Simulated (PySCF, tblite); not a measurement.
# CH5OPSi, a cluster model of a defect: NMR shifts, core binding energies and electronic excitations

Aim: the NMR shifts, core binding energies and electronic excitations of `O[C]P[SiH3]`. It is drawn as: twofold C.

Programs: tblite 0.8.0 and PySCF 2.14.0. All values are calculated, for the isolated system unless a continuum is named. Atoms count from 0, parts from 1.

## Step 1: Starting point

9 atoms, charge 0, multiplicity 1; geometry: distance geometry start.

## Step 2: Geometry optimisation with GFN2-xTB

The job: settings as JSON, then the geometry in Å.

```
{"job": {"kind": "relax", "xc": "GFN2-xTB", "basis": "xTB"}, "charge": 0, "multiplicity": 1}
C      1.342472    -1.742756    -0.565496
O      2.127952    -2.722016    -1.134275
P      0.443027    -0.253237    -0.051558
Si     0.410658     1.384502    -1.493773
H      2.760829    -2.598989    -1.842069
H      0.574038     0.092814     1.243968
H     -0.381702     2.447942    -1.013931
H      1.708915     1.832911    -1.745156
H     -0.156877     0.905867    -2.728402
```

Level: GFN2-xTB geometry optimisation, gas phase.

Launch:

```bash
> OMP_NUM_THREADS=1 python cluster_run.py task.json out
```

One launch serves the whole session: the jobs run in the order shown.

What it wrote:

```text
step      E/eV     max force
  0    -348.70082    5.427
  1    -349.33159    3.511
  2    -349.77165    3.650
  3    -349.98686    1.983
  4    -350.39039    2.217
  5    -350.67645    1.941
  6    -350.79383    1.798
  7    -350.89733    1.227
  8    -350.97033    0.836
  9    -351.00048    0.713
 10    -351.03715    0.646
 11    -351.05492    0.490
 12    -351.06499    0.359
 13    -351.07383    0.304
 14    -351.08680    0.583
 15    -351.10364    0.697
 16    -351.11718    0.511
 17    -351.12284    0.267
 18    -351.12699    0.224
 19    -351.13138    0.328
 20    -351.13949    0.420
 21    -351.14786    0.372
 22    -351.15299    0.209
 23    -351.15547    0.202
 24    -351.15773    0.180
 25    -351.16081    0.193
 26    -351.16364    0.159
 27    -351.16555    0.136
 28    -351.16742    0.116
 29    -351.16987    0.185
 30    -351.17293    0.211
 31    -351.17672    0.212
 32    -351.18072    0.242
 33    -351.18442    0.193
 34    -351.18793    0.177
 35    -351.19144    0.179
 36    -351.19307    0.213
 37    -351.19748    0.276
 38    -351.20045    0.290
 39    -351.21056    0.215
 40    -351.21322    0.204
 41    -351.21789    0.154
 42    -351.22056    0.118
 43    -351.22205    0.143
 44    -351.22392    0.170
 45    -351.22668    0.179
 46    -351.23128    0.194
 47    -351.23357    0.111
 48    -351.23472    0.123
 49    -351.23560    0.120
 50    -351.23677    0.134
 51    -351.23997    0.124
 52    -351.24112    0.109
 53    -351.24191    0.062
 54    -351.24217    0.039
 55    -351.24238    0.047
 56    -351.24259    0.045
 57    -351.24278    0.033
 58    -351.24288    0.020
 59    -351.24292    0.015
 60    -351.24294    0.011
 61    -351.24296    0.013
 62    -351.24298    0.017
 63    -351.24300    0.017
 64    -351.24304    0.021
 65    -351.24307    0.014
 66    -351.24308    0.011
 67    -351.24309    0.011
 68    -351.24311    0.017
 69    -351.24314    0.031
 70    -351.24323    0.052
 71    -351.24349    0.086
 72    -351.24418    0.157
 73    -351.24491    0.197
 74    -351.24645    0.139
 75    -351.24743    0.241
 76    -351.24804    0.109
 77    -351.24915    0.073
 78    -351.24978    0.073
 79    -351.25044    0.112
 80    -351.25168    0.146
 81    -351.25315    0.081
 82    -351.25367    0.100
 83    -351.25380    0.056
 84    -351.25399    0.032
 85    -351.25404    0.026
 86    -351.25410    0.015
 87    -351.25412    0.011
 88    -351.25413    0.008
```

It took 1.9 s on 1 thread of Arm Neoverse N1, shared host.

The steps of the relaxation:

| step | energy from step 0 (eV) | largest force (eV/Å) |
| --- | --- | --- |
| 0 | 0.0000 | 5.4266 |
| 3 | -1.2860 | 1.9832 |
| 6 | -2.0930 | 1.7976 |
| 9 | -2.2997 | 0.7135 |
| 12 | -2.3642 | 0.3595 |
| 15 | -2.4028 | 0.6968 |
| 18 | -2.4262 | 0.2240 |
| 21 | -2.4470 | 0.3718 |
| 24 | -2.4569 | 0.1793 |
| 27 | -2.4647 | 0.1362 |
| 30 | -2.4721 | 0.2109 |
| 33 | -2.4836 | 0.1931 |
| 36 | -2.4922 | 0.2131 |
| 39 | -2.5097 | 0.2156 |
| 42 | -2.5197 | 0.1186 |
| 45 | -2.5259 | 0.1786 |
| 48 | -2.5339 | 0.1227 |
| 51 | -2.5392 | 0.1239 |
| 54 | -2.5413 | 0.0396 |
| 57 | -2.5420 | 0.0337 |
| 60 | -2.5421 | 0.0110 |
| 63 | -2.5422 | 0.0175 |
| 66 | -2.5423 | 0.0114 |
| 69 | -2.5423 | 0.0309 |
| 72 | -2.5434 | 0.1573 |
| 75 | -2.5466 | 0.2412 |
| 78 | -2.5490 | 0.0731 |
| 81 | -2.5523 | 0.0809 |
| 84 | -2.5532 | 0.0324 |
| 87 | -2.5533 | 0.0110 |
| 88 | -2.5533 | 0.0075 |

Distances of close pairs at the start and the end, largest changes first:

| bond | before (Å) | after (Å) | change (Å) |
| --- | --- | --- | --- |
| C0–O1 | 1.378 | 1.288 | -0.090 |
| Si3–H7 | 1.396 | 1.462 | +0.066 |
| P2–Si3 | 2.182 | 2.244 | +0.061 |
| Si3–H6 | 1.410 | 1.459 | +0.048 |
| P2–H5 | 1.347 | 1.385 | +0.038 |
| Si3–H8 | 1.441 | 1.468 | +0.027 |
| C0–P2 | 1.814 | 1.789 | -0.026 |
| O1–H4 | 0.957 | 0.980 | +0.022 |

## Step 3: Optimising the geometry at PBE0-D3(BJ)/def2-SVP

The job: settings as JSON, then the geometry in Å.

```
{"job": {"xc": "PBE0", "basis": "def2-SVP", "d3": "d3bj", "grid": 2, "kind": "geom", "shake": 0.01}, "charge": 0, "multiplicity": 1}
C      0.929472    -1.233803     0.751807
O      1.165826    -1.911892    -0.304460
P     -0.770318    -0.573031     0.937834
Si    -0.323317     1.169013    -0.421134
H      0.461361    -2.093389    -0.966852
H     -0.489458     0.100528     2.129527
H     -1.373810     2.141679    -0.072418
H      0.998781     1.747128    -0.314163
H     -0.554288     0.630620    -1.748691
```

What it wrote:

```text
step   0  E = -746.40134657  max force = 0.019218
step   1  E = -746.40657742  max force = 0.005739
step   2  E = -746.40693978  max force = 0.001677
step   3  E = -746.40708386  max force = 0.001823
step   4  E = -746.40729372  max force = 0.002092
step   5  E = -746.40759188  max force = 0.003087
step   6  E = -746.40781476  max force = 0.002513
step   7  E = -746.40798200  max force = 0.001477
step   8  E = -746.40823777  max force = 0.002270
step   9  E = -746.40838283  max force = 0.003032
step  10  E = -746.40862203  max force = 0.004422
step  11  E = -746.40880744  max force = 0.002927
step  12  E = -746.40892869  max force = 0.001253
step  13  E = -746.40894932  max force = 0.000439
step  14  E = -746.40895608  max force = 0.000260
optimisation converged
```

Wall time 84 s (1 thread of Arm Neoverse N1, shared host); peak memory 0.47 GiB.

Step by step:

| step | energy from step 0 (eV) | largest force component (eV/Å) |
| --- | --- | --- |
| 0 | 0.0000 | 0.9882 |
| 1 | -0.1423 | 0.2951 |
| 2 | -0.1522 | 0.0862 |
| 3 | -0.1561 | 0.0937 |
| 4 | -0.1618 | 0.1076 |
| 5 | -0.1699 | 0.1587 |
| 6 | -0.1760 | 0.1292 |
| 7 | -0.1806 | 0.0760 |
| 8 | -0.1875 | 0.1167 |
| 9 | -0.1915 | 0.1559 |
| 10 | -0.1980 | 0.2274 |
| 11 | -0.2030 | 0.1505 |
| 12 | -0.2063 | 0.0644 |
| 13 | -0.2069 | 0.0226 |
| 14 | -0.2071 | 0.0134 |

Close pairs (by a distance rule), those that changed most:

| bond | before (Å) | after (Å) | change (Å) |
| --- | --- | --- | --- |
| Si3–H8 | 1.451 | 1.508 | +0.057 |
| Si3–H7 | 1.447 | 1.491 | +0.044 |
| P2–H5 | 1.397 | 1.416 | +0.019 |
| C0–O1 | 1.277 | 1.295 | +0.018 |
| Si3–H6 | 1.474 | 1.490 | +0.016 |
| P2–Si3 | 2.254 | 2.259 | +0.005 |
| C0–P2 | 1.833 | 1.828 | -0.005 |
| O1–H4 | 0.984 | 0.985 | +0.001 |

The next job starts from the end point, and lists it.

| at the end point | value |
| --- | --- |
| point group (found at 0.08 Å tolerance) | C1 |
| rotational constants (GHz, main isotopes) | 6.883, 2.952, 2.181 |
| dipole moment (D) | 3.11 |

## Step 4: Shielding tensors: PBE0/pcSseg-2

The job: settings as JSON, then the geometry in Å.

```
{"job": {"kind": "nmr", "xc": "PBE0", "basis": "pcSseg-2"}, "charge": 0, "multiplicity": 1}
C      0.751210    -1.721997     0.827597
O      0.910223    -2.041128    -0.417254
P     -0.515739    -0.462185     1.215705
Si    -0.361470     1.104000    -0.405042
H      0.439910    -1.483215    -1.079138
H      0.140126     0.142388     2.315734
H     -1.657748     1.781667    -0.688649
H      0.719826     2.106834    -0.183788
H     -0.018852     0.285006    -1.624207
```

Level: GIAO PBE0/pcSseg-2 NMR shielding, non-relativistic, gas phase.

What it wrote:

```text
coarse grid: 8520 points
cycle   1  E = -746.7212316944  dE =  2.264e-01  |g| = 5.022e-01  |ddm| = 2.210e+00
cycle   2  E = -746.6532483613  dE =  6.798e-02  |g| = 7.823e-01  |ddm| = 7.179e-01
cycle   3  E = -746.7640823590  dE = -1.108e-01  |g| = 1.049e-01  |ddm| = 4.613e-01
cycle   4  E = -746.7665070142  dE = -2.425e-03  |g| = 2.673e-02  |ddm| = 1.024e-01
cycle   5  E = -746.7667059501  dE = -1.989e-04  |g| = 5.632e-03  |ddm| = 3.600e-02
cycle   6  E = -746.7667149987  dE = -9.049e-06  |g| = 1.383e-03  |ddm| = 7.761e-03
final grid: 73128 points
cycle   7  E = -746.7712256079  dE = -4.571e-05  |g| = 6.781e-03  |ddm| = 2.068e-02
cycle   8  E = -746.7712084480  dE =  1.716e-05  |g| = 1.129e-02  |ddm| = 1.016e-02
cycle   9  E = -746.7712345762  dE = -2.613e-05  |g| = 6.620e-04  |ddm| = 6.594e-03
cycle  10  E = -746.7712346661  dE = -8.988e-08  |g| = 1.946e-04  |ddm| = 7.515e-04
cycle  11  E = -746.7712346744  dE = -8.361e-09  |g| = 8.124e-05  |ddm| = 2.634e-04
cycle  12  E = -746.7712346760  dE = -1.512e-09  |g| = 2.852e-05  |ddm| = 9.454e-05
cycle  13  E = -746.7712346762  dE = -2.427e-10  |g| = 4.413e-06  |ddm| = 3.547e-05
converged SCF energy = -746.7712346762

GIAO shielding tensors (ppm)
atom      isotropic    diamagn.    paramagn.     s11        s22        s33       span
  0 C     -360.103     245.969    -606.073  -1090.352   -114.228    124.271   1214.623
  1 O     -127.504     382.532    -510.036   -453.305   -212.012    282.805    736.110
  2 P      391.458     969.200    -577.742    122.845    405.239    646.292    523.447
  3 Si     464.540     880.497    -415.957    415.116    445.857    532.648    117.532
  4 H       17.417      32.519     -15.102     12.788     16.523     22.941     10.153
  5 H       24.752      30.545      -5.792     20.577     25.250     28.431      7.854
  6 H       27.870      28.990      -1.120     24.633     25.554     33.422      8.789
  7 H       27.563      29.303      -1.740     23.619     25.616     33.454      9.835
  8 H       27.007      30.908      -3.901     24.066     26.316     30.637      6.571
```

Wall time 45 s (1 thread of Arm Neoverse N1, shared host); peak memory 0.84 GiB.

The references, computed at this level on geometries of the same kind, shield at (ppm): 1H TMS 31.25, 13C TMS 184.1, 29Si TMS 341.3, 17O H2O 328.2, 31P H3PO4 296.6. Their shielding less the atom's gives the shift. The references are single molecules in the gas phase, so shifts against H2O, NH3, PH3, H3PO4 or CFCl3 are not on the usual liquid scales and can be off by tens of ppm.

| atoms | environment | σ (ppm) | δ (ppm) |
| --- | --- | --- | --- |
| C0 | carbon bonded to O, P | -360.1 | 544.2 |
| H4 | hydrogen on an oxygen bonded to C | 17.42 | 13.83 |
| H5 | hydrogen on a phosphorus bonded to C, Si | 24.75 | 6.49 |
| H8 | hydrogen on a silicon bonded to P | 27.01 | 4.24 |
| H7 | hydrogen on a silicon bonded to P | 27.56 | 3.68 |
| H6 | hydrogen on a silicon bonded to P | 27.87 | 3.38 |
| O1 | oxygen bonded to C, H | -127.5 | 455.7 |
| P2 | phosphorus bonded to C, Si, H | 391.5 | -94.9 |
| Si3 | silicon bonded to P, 3 H | 464.5 | -123.3 |

The run also stored atomic charges by several schemes (e):

| atoms | Mulliken | IAO | Hirshfeld | ESP fit |
| --- | --- | --- | --- | --- |
| C0 | -0.01 | -0.17 | -0.09 | -0.27 |
| O1 | -0.23 | -0.34 | -0.13 | -0.24 |
| P2 | -0.03 | 0.08 | 0.00 | -0.13 |
| Si3 | 0.38 | 0.38 | 0.25 | 0.43 |

Mayer bond orders: C0–O1 1.34, C0–P2 1.06, P2–Si3 0.94.

Orbitals, density, ELF and potential are computed afterwards from the orbital file.

Frontier orbitals at PBE0/pcSseg-2, with the share of their density that lies nearest to each atom:

| orbital | energy (eV) | lies on |
| --- | --- | --- |
| HOMO | -6.13 | C0 63 %; P2 16 %; O1 7 % |
| LUMO | -1.73 | C0 58 %; O1 13 %; P2 12 % |

ELF in a plane through or near 6 of the atoms.

Values, 10 rows by 14 columns:
```
0.00 0.00 0.00 0.00 0.00 0.00 0.00 0.00 0.00 0.00 0.00 0.00 0.00 0.00
0.00 0.00 0.00 0.00 0.00 0.00 0.00 0.00 0.00 0.00 0.00 0.00 0.00 0.00
0.00 0.00 0.00 0.00 0.00 0.01 0.01 0.40 0.77 0.21 0.00 0.00 0.00 0.00
0.00 0.00 0.17 0.62 0.48 0.79 0.13 0.99 1.00 0.85 0.07 0.01 0.00 0.00
0.00 0.00 0.11 0.83 0.51 0.73 0.06 0.79 0.57 0.14 0.38 0.25 0.02 0.00
0.00 0.03 0.45 0.74 0.31 0.68 0.57 0.83 0.23 0.25 0.45 0.22 0.02 0.00
0.00 0.08 0.95 0.98 0.89 0.59 0.38 0.57 0.53 0.23 0.11 0.02 0.00 0.00
0.00 0.00 0.11 0.29 0.02 0.47 1.00 0.99 0.19 0.01 0.00 0.00 0.00 0.00
0.00 0.00 0.00 0.00 0.00 0.33 0.92 0.86 0.09 0.00 0.00 0.00 0.00 0.00
0.00 0.00 0.00 0.00 0.00 0.00 0.00 0.00 0.00 0.00 0.00 0.00 0.00 0.00
```
The map spans 9.9 Å across and 9.8 Å up, centred on the molecule. Atoms in the plane (x, y in Å): C0 (-2.0, -0.4), O1 (-2.0, 0.9), Si3 (1.3, 0.1), H4 (-1.2, 1.4), H5 (-0.4, -2.3), H8 (0.7, 1.5).

On the surface of density 0.002 e/bohr³ the electrostatic potential runs, from the 1st to the 99th percentile, from -1.83 V near C0 to 2.16 V near H4.

[end of part 1 of 2]
